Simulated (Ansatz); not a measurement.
A nudged elastic band was laid between two geometries of a periodic cell of 17 atoms, Si (host Si, host structure diamond, interstitial Si).

Theory: DFT PBE, scalar-relativistic, plane waves, PAW in Ansatz. Settings: PAW set soft_1, cutoff 420 eV, k mesh 2x2x2, gaussian smearing 0.02 eV, no spin polarisation.

| Quantity | Value |
| --- | --- |
| movable images | 5 |
| climbing image | yes |
| spring | 5.0 eV/Å² |
| optimiser | quadratic models (default) |
| start path | straight line |
| force threshold | 0.05 eV/Å |
| iteration limit | 55 |
| end points | relaxed |

Image 0:

```xyz
17
Lattice="0.0000 5.4300 5.4300 5.4300 0.0000 5.4300 5.4300 5.4300 0.0000" Properties=species:S:1:pos:R:3
Si -0.002 -0.002 -0.033
Si 1.377 1.376 1.338
Si 2.713 2.709 0.003
Si 4.048 4.046 1.334
Si 2.748 -0.003 2.717
Si 4.068 1.360 4.077
Si 5.430 2.679 2.715
Si 6.812 4.046 4.098
Si -0.001 2.748 2.716
Si 1.361 4.068 4.077
Si 2.681 5.429 2.714
Si 4.049 6.809 4.096
Si 2.715 2.715 5.430
Si 4.068 4.068 6.784
Si 5.431 5.429 5.464
Si 6.792 6.791 6.783
Si 5.428 5.424 2.718
```

Image 6:

Only the atoms that move by more than 0.05 Å are listed.
```
Si17 4.077 4.073 4.071
```

Question: What changes between the two ends?

Answer: Contacts lost: Si2–Si17. Contacts made: Si13–Si17. The atom that moves furthest is Si17, by 2.34 Å; four of its nearest neighbours are Si2 2.39, Si12 2.39, Si4 2.39, Si8 2.39 Å at the first end and Si13 2.39, Si11 2.39, Si15 2.39, Si7 2.39 Å at the last.

Question: Give the energies along the band, and the barrier.

Answer: It converged. The highest image is number 3 of 0 to 6, 0.30 eV above the ends, which have the same energy within 2 meV. By the program's own check the climbing image is a first-order saddle point (lowest curvatures found: -0.26 and 0.69 eV/Å²). Limits of this set-up: coarse k mesh, a small cell, in which the defect meets its images.

```json
{"image": "0", "path coordinate (Å)": "0.00", "energy (eV)": "0.00", "Si2–Si17 (Å)": "2.39", "Si13–Si17 (Å)": "4.70"}
{"image": "1", "path coordinate (Å)": "0.56", "energy (eV)": "0.12", "Si2–Si17 (Å)": "2.45", "Si13–Si17 (Å)": "4.23"}
{"image": "2", "path coordinate (Å)": "1.13", "energy (eV)": "0.28", "Si2–Si17 (Å)": "2.63", "Si13–Si17 (Å)": "3.74"}
{"image": "3", "path coordinate (Å)": "1.69", "energy (eV)": "0.30", "Si2–Si17 (Å)": "3.14", "Si13–Si17 (Å)": "3.13"}
{"image": "4", "path coordinate (Å)": "2.26", "energy (eV)": "0.28", "Si2–Si17 (Å)": "3.75", "Si13–Si17 (Å)": "2.62"}
{"image": "5", "path coordinate (Å)": "2.82", "energy (eV)": "0.12", "Si2–Si17 (Å)": "4.23", "Si13–Si17 (Å)": "2.45"}
{"image": "6", "path coordinate (Å)": "3.38", "energy (eV)": "0.00", "Si2–Si17 (Å)": "4.70", "Si13–Si17 (Å)": "2.39"}
```

Question: What is the geometry of the highest image?

Answer: 
```xyz
17
Lattice="0.0000 5.4300 5.4300 5.4300 0.0000 5.4300 5.4300 5.4300 0.0000" Properties=species:S:1:pos:R:3:forces:R:3
Si -0.071 -0.071 -0.024 0.00 0.00 0.00
Si 1.128 1.130 1.585 0.00 0.00 0.00
Si 2.502 2.504 0.211 0.00 0.00 0.00
Si 3.981 3.978 1.254 -0.01 0.01 0.00
Si 2.736 -0.070 2.785 0.00 0.00 0.00
Si 4.140 1.331 4.003 0.00 0.00 0.00
Si 5.519 2.608 2.622 0.00 0.01 0.02
Si 6.887 3.981 4.163 0.01 -0.01 0.01
Si -0.071 2.739 2.786 0.00 0.00 0.00
Si 1.333 4.141 4.004 -0.01 0.00 0.00
Si 2.611 5.520 2.625 -0.01 0.00 0.00
Si 3.981 6.891 4.166 0.00 0.00 -0.01
Si 2.942 2.941 5.203 0.00 0.00 0.00
Si 4.140 4.141 6.813 0.00 0.00 0.00
Si 5.519 5.522 5.536 0.00 -0.02 0.00
Si 6.999 6.997 6.577 0.00 0.00 0.00
Si 4.747 4.748 3.397 0.00 0.00 0.00
```

The band took 8 iterations and of the order of 7 core-minutes.

Time of the run: 7.4 min on 1 thread of Arm Neoverse V2, on a shared host, peak memory 0.8 GiB.
